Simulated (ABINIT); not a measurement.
# AlSn (P-6m2) in ABINIT: convergence with pawecutdg

Aim: find how far pawecutdg must go before the results for AlSn settle, at PBE. This setting moves, with any that are tied to it; all else stays.

Everything below comes from runs of ABINIT 10.8.3 (patched build). Logs are shortened: lines on timing, memory, paths and dates and some standing lists are left out, and cuts for length are marked. The log counts tension as positive stress, the text compression.

**1. The crystal as given**

It takes space group P-6m2 (No. 187, hexagonal). Conventional cell: a = 4.198 Å, b = 4.198 Å, c = 3.307 Å, α = 90.00°, β = 90.00°, γ = 120.00°. Sn (site symmetry -6m2) has 6 Al at 2.93 Å and 2 Sn at 3.31 Å as nearest neighbours. Around Al (site symmetry -6m2) lie 6 Sn at 2.93 Å and 2 Al at 3.31 Å.

The cell comes from a database or a generator and needn't be the stable form of this composition.

**2. With pawecutdg 22.7**

Input file run.abi:

```
# Pseudopotentials
pp_dirpath "./"
pseudos "Sn.GGA_PBE-JTH_sp.xml, Al.GGA_PBE-JTH.xml"

# Structure
acell 4.1981056157 4.1981056156 3.306847 Angstrom
rprim
     1.0000000000     0.0000000000     0.0000000000
    -0.5000000000     0.8660254038     0.0000000000
     0.0000000000     0.0000000000     1.0000000000
ntypat 2
znucl 50 13
natom 2
typat 1 2
xred
     0.3333333333     0.6666666667     0.5000000000
     0.0000000000     0.0000000000     0.0000000000

# Plane-wave basis
ecut 22.0
pawecutdg 22.7
pawxcdev 0

# k points
kptopt 1
ngkpt 7 7 8
nshiftk 1
shiftk 0.0 0.0 0.0

# Exchange and correlation
ixc 11

# Bands and occupations
nband 8
occopt 6
tsmear 0.00367493

# SCF cycle
nstep 100
tolvrs 1.0e-9

# Output
iomode 3
prtwf 0
prtden 0
prteig 0
prtebands 0
enunit 2
```

Potentials or basis: JTH PAW PBE v2.0 sp.

The run is started by

```bash
$ abinit run.abi > log 2>&1
```

run.abo:

```text
.Version 10.8.3 of ABINIT
 Symmetries : space group P-6 m 2 (#187); Bravais hP (primitive hexag.)
================================================================================
 Values of the parameters that define the memory need of the present run
     intxc =       0    ionmov =       0      iscf =      17    lmnmax =      13
     lnmax =       5     mgfft =      36  mpssoang =       3    mqgrid =    3001
     natom =       2  nloc_mem =       2    nspden =       1   nspinor =       1
    nsppol =       1      nsym =      12    n1xccc =       1    ntypat =       2
    occopt =       6   xclevel =       2
       mpw =        1703          nfft =       38880          nkpt =          40
 PAW method is used; the additional fine FFT grid is defined by:
   mgfftf=        36    nfftf =     38880
================================================================================
================================================================================

--------------------------------------------------------------------------------
------------- Echo of variables that govern the present computation ------------
--------------------------------------------------------------------------------
 -outvars: echo values of preprocessed input variables --------
            acell      7.9332698613E+00  7.9332698611E+00  6.2490351703E+00 Bohr
              amu      1.18710000E+02  2.69815390E+01
             ecut      2.20000000E+01 Hartree
           enunit           2
              ixc          11
         kptrlatt        7    0    0      0    7    0      0    0    8
          kptrlen      4.99922814E+01
            natom           2
            nband           8
            ngfft          36      36      30
          ngfftdg          36      36      30
             nkpt          40
            nstep         100
             nsym          12
           ntypat           2
           occopt           6
        pawecutdg      2.27000000E+01 Hartree
         pawxcdev           0
           prtden           0
        prtebands           0
           prteig           0
            prtwf           0
            rprim      1.0000000000E+00  0.0000000000E+00  0.0000000000E+00
                      -5.0000000000E-01  8.6602540380E-01  0.0000000000E+00
                       0.0000000000E+00  0.0000000000E+00  1.0000000000E+00
          spgroup         187
           tolvrs      1.00000000E-09
           tsmear      3.67493000E-03 Hartree
            typat      1  2
           useylm           1
           xangst     -1.7657302873E-10  2.4237774074E+00  1.6534235000E+00
                      -2.0990576423E-10  1.2118914949E-10  0.0000000000E+00
            xcart     -3.3367466552E-10  4.5802754902E+00  3.1245175851E+00
                      -3.9666440665E-10  2.2901430196E-10  0.0000000000E+00
             xred      3.3333333330E-01  6.6666666670E-01  5.0000000000E-01
                      -3.3333410106E-11  3.3333410106E-11  0.0000000000E+00
            znucl       50.00000   13.00000

[... 123 lines left out ...]
 rms dE/dt=  1.2631E-28; max dE/dt=  2.1878E-28; dE/dt below (all hartree)
    1       0.000000000000     -0.000000000000      0.000000000000
    2       0.000000000000      0.000000000000      0.000000000000

 cartesian coordinates (angstrom) at end:
    1     -0.00000000017657     2.42377740741788     1.65342350000000
    2     -0.00000000020991     0.00000000012119     0.00000000000000

 cartesian forces (hartree/bohr) at end:
    1     -0.00000000000000     0.00000000000000    -0.00000000000000
    2      0.00000000000000    -0.00000000000000    -0.00000000000000
 frms,max,avg= 9.1924023E-30 1.3788603E-29   0.000E+00  0.000E+00  0.000E+00 h/b

 cartesian forces (eV/Angstrom) at end:
    1     -0.00000000000000     0.00000000000000    -0.00000000000000
    2      0.00000000000000    -0.00000000000000    -0.00000000000000
 frms,max,avg= 4.7269233E-28 7.0903850E-28   0.000E+00  0.000E+00  0.000E+00 e/A
 length scales=  7.933269861308  7.933269861119  6.249035170280 bohr
              =  4.198105615700  4.198105615600  3.306847000000 angstroms
 Fermi (or HOMO) energy (hartree) =   0.13321   Average Vxc (hartree)=  -0.34201
 Eigenvalues (hartree) for nkpt=  40  k points:
 kpt#   1, nband=  8, wtk=  0.00255, kpt=  0.0000  0.0000  0.0000 (reduced coord)
  -0.25111    0.12518    0.12518    0.15888    0.23005    0.24760    0.24760    0.32417
      occupation numbers for kpt#   1
   2.00000    2.00840    2.00840    0.00000    0.00000    0.00000    0.00000    0.00000
 prteigrs : prtvol=0 or 1, do not print more k-points.

 Fermi (or HOMO) energy (eV) =   3.62484   Average Vxc (eV)=  -9.30668
 Eigenvalues (   eV  ) for nkpt=  40  k points:
 kpt#   1, nband=  8, wtk=  0.00255, kpt=  0.0000  0.0000  0.0000 (reduced coord)
  -6.83294    3.40631    3.40631    4.32330    6.26011    6.73742    6.73742    8.82121
 prteigrs : prtvol=0 or 1, do not print more k-points.

--- !EnergyTerms
iteration_state     : {dtset: 1, }
comment             : Components of total free energy in Hartree
kinetic             :  1.91274341548573E+00
hartree             :  1.72655684746586E-01
xc                  : -5.34568844803181E+00
Ewald energy        : -6.26108285308587E+00
psp_core            :  5.01204396258003E-01
local_psp           : -5.45127517588628E-01
PAW spherical_terms :  3.87622488210616E+00
internal            : -5.68907044010982E+00
'-kT*entropy'       :  2.33954748588588E-05
total_energy        : -5.68904704463496E+00
total_energy_eV     : -1.54806856503119E+02
...

--- !EnergyTermsDC
iteration_state     : {dtset: 1, }
comment             : '"Double-counting" decomposition of free energy'
band_energy         : -1.68532438335877E-01
Ewald energy        : -6.26108285308587E+00
psp_core            :  5.01204396258003E-01
xc_dc               : -2.54757463252106E+00
PAW spherical_terms :  2.78690167524447E+00
internal            : -5.68908385244034E+00
'-kT*entropy'       :  2.33954748588588E-05
total_energy_dc     : -5.68906045696548E+00
total_energy_dc_eV  : -1.54807221471225E+02
...

--- !EnergyTermsWithPAWCore
iteration_state     : {dtset: 1, }
comment             : 'Components of total free energy, including PAW core contributions'
Total energy        : -6.42015064199654E+03
Total energy DC     : -6.42015065540887E+03
Total energy (eV)   : -1.74701198876751E+05
Total energy DC (eV): -1.74701199241719E+05
...

 Cartesian components of stress tensor (hartree/bohr^3)
  sigma(1 1)= -9.19630947E-06  sigma(3 2)=  0.00000000E+00
  sigma(2 2)= -9.19630945E-06  sigma(3 1)=  0.00000000E+00
  sigma(3 3)= -3.03913542E-05  sigma(2 1)= -2.01108564E-14

-Cartesian components of stress tensor (GPa)         [Pressure=  4.7842E-01 GPa]
- sigma(1 1)= -2.70564766E-01  sigma(3 2)=  0.00000000E+00
- sigma(2 2)= -2.70564765E-01  sigma(3 1)=  0.00000000E+00
- sigma(3 3)= -8.94144512E-01  sigma(2 1)= -5.91681824E-10

== END DATASET(S) ==============================================================
================================================================================

 -outvars: echo values of variables after computation  --------
            acell      7.9332698613E+00  7.9332698611E+00  6.2490351703E+00 Bohr
           etotal     -5.6890604570E+00
            fcart     -1.3788603451E-29  7.9608539147E-30 -0.0000000000E+00
                       1.3788603451E-29 -7.9608539147E-30 -0.0000000000E+00
            rprim      1.0000000000E+00  0.0000000000E+00  0.0000000000E+00
                      -5.0000000000E-01  8.6602540380E-01  0.0000000000E+00
                       0.0000000000E+00  0.0000000000E+00  1.0000000000E+00
           strten     -9.1963094715E-06 -9.1963094544E-06 -3.0391354249E-05
                       0.0000000000E+00  0.0000000000E+00 -2.0110856430E-14
           xangst     -1.7657302873E-10  2.4237774074E+00  1.6534235000E+00
                      -2.0990576423E-10  1.2118914949E-10  0.0000000000E+00
             xred      3.3333333330E-01  6.6666666670E-01  5.0000000000E-01
                      -3.3333410106E-11  3.3333410106E-11  0.0000000000E+00
 Calculation completed.
```

It took 14 s on 1 thread of Arm Neoverse V1, shared host; peak memory 0.11 GiB.

What came out:

- Free energy: -154.8072 eV
- Pressure: 0.5 GPa
- Band gap on the k mesh: none (metal or under the smearing width)
- Valence electrons inside the program's atomic spheres: Sn 2.49; Al 0.70

**3. With pawecutdg 26.4**

run.abi: that of step 2 with these lines changed.

```diff
@@ -20,3 +20,3 @@
 ecut 22.0
-pawecutdg 22.7
+pawecutdg 26.4
 pawxcdev 0
```

Potentials or basis: JTH PAW PBE v2.0 sp.

The run is started by

```bash
$ abinit run.abi > log 2>&1
```

It took 14 s on 1 thread of Arm Neoverse V1, shared host; peak memory 0.11 GiB.

Results (log left out):

```yaml
Free_energy: -154.8073 eV
Pressure: 0.5 GPa
Band_gap_on_the_k_mesh: none (metal or under the smearing width)
Valence_electrons_inside_the_program's_atomic_spheres: Sn 2.49; Al 0.71
```

**4. With pawecutdg 33**

run.abi: that of step 3 with these lines changed.

```diff
@@ -20,3 +20,3 @@
 ecut 22.0
-pawecutdg 26.4
+pawecutdg 33.0
 pawxcdev 0
```

The run is started by

```bash
$ abinit run.abi > log 2>&1
```

Run time: 14 s. Hardware: 1 thread of Arm Neoverse V1, shared host; peak memory 0.12 GiB.

The run converged. Its results:

- Free energy: -154.8073 eV
- Pressure: 0.5 GPa
- Band gap on the k mesh: none (metal or under the smearing width)
- Valence electrons inside the program's atomic spheres: Sn 2.50; Al 0.71

**5. With pawecutdg 39.6**

run.abi: that of step 4 with these lines changed.

```diff
@@ -20,3 +20,3 @@
 ecut 22.0
-pawecutdg 33.0
+pawecutdg 39.6
 pawxcdev 0
```

The run is started by

```bash
$ abinit run.abi > log 2>&1
```

It took 14 s on 1 thread of Arm Neoverse V1, shared host; peak memory 0.12 GiB.

It converged, with:

```yaml
Free_energy: -154.8073 eV
Pressure: 0.5 GPa
Band_gap_on_the_k_mesh: none (metal or under the smearing width)
Valence_electrons_inside_the_program's_atomic_spheres: Sn 2.49; Al 0.70
```

**6. With pawecutdg 48.4**

run.abi: that of step 5 with these lines changed.

```diff
@@ -20,3 +20,3 @@
 ecut 22.0
-pawecutdg 39.6
+pawecutdg 48.4
 pawxcdev 0
```

Potentials or basis: JTH PAW PBE v2.0 sp.

The run is started by

```bash
$ abinit run.abi > log 2>&1
```

Run time: 16 s. Hardware: 1 thread of Arm Neoverse V1, shared host; peak memory 0.12 GiB.

The run converged. Its results:

```yaml
Free_energy: -154.8073 eV
Pressure: 0.5 GPa
Band_gap_on_the_k_mesh: none (metal or under the smearing width)
Valence_electrons_inside_the_program's_atomic_spheres: Sn 2.49; Al 0.70
```

**7. With pawecutdg 59.4**

run.abi: that of step 6 with these lines changed.

```diff
@@ -20,3 +20,3 @@
 ecut 22.0
-pawecutdg 48.4
+pawecutdg 59.4
 pawxcdev 0
```

The run is started by

```bash
$ abinit run.abi > log 2>&1
```

It took 16 s on 1 thread of Arm Neoverse V1, shared host; peak memory 0.14 GiB.

It converged, with:

* Free energy: -154.8073 eV
* Pressure: 0.5 GPa
* Band gap on the k mesh: none (metal or under the smearing width)
* Valence electrons inside the program's atomic spheres: Sn 2.49; Al 0.70

**8. With pawecutdg 72.6**

run.abi: that of step 7 with these lines changed.

```diff
@@ -20,3 +20,3 @@
 ecut 22.0
-pawecutdg 59.4
+pawecutdg 72.6
 pawxcdev 0
```

The run is started by

```bash
$ abinit run.abi > log 2>&1
```

It took 16 s on 1 thread of Arm Neoverse V1, shared host; peak memory 0.15 GiB.

It converged, with:

| Property | Result |
| --- | --- |
| Free energy | -154.8073 eV |
| Pressure | 0.5 GPa |
| Band gap on the k mesh | none (metal or under the smearing width) |
| Valence electrons inside the program's atomic spheres | Sn 2.49; Al 0.71 |

**9. Summary**

| pawecutdg | energy less the tightest run (meV/atom) | SCF cycles | CPU time (s) | peak memory (GiB) |
| --- | --- | --- | --- | --- |
| 22.7 | 0.06 | 8 | 14 | 0.11 |
| 26.4 | 0.03 | 8 | 14 | 0.11 |
| 33 | 0.02 | 8 | 14 | 0.12 |
| 39.6 | 0.01 | 8 | 14 | 0.12 |
| 48.4 | 0.00 | 9 | 16 | 0.12 |
| 59.4 | 0.00 | 9 | 16 | 0.14 |
| 72.6 | 0.00 | 9 | 16 | 0.15 |

Against the tightest run, the energy stays within 1 meV/atom from 22.7 on. The tightest run that finished is the yardstick and may itself not be fully converged.

Caveats: this set keeps more shells in the core, which shifts pressures and gaps.
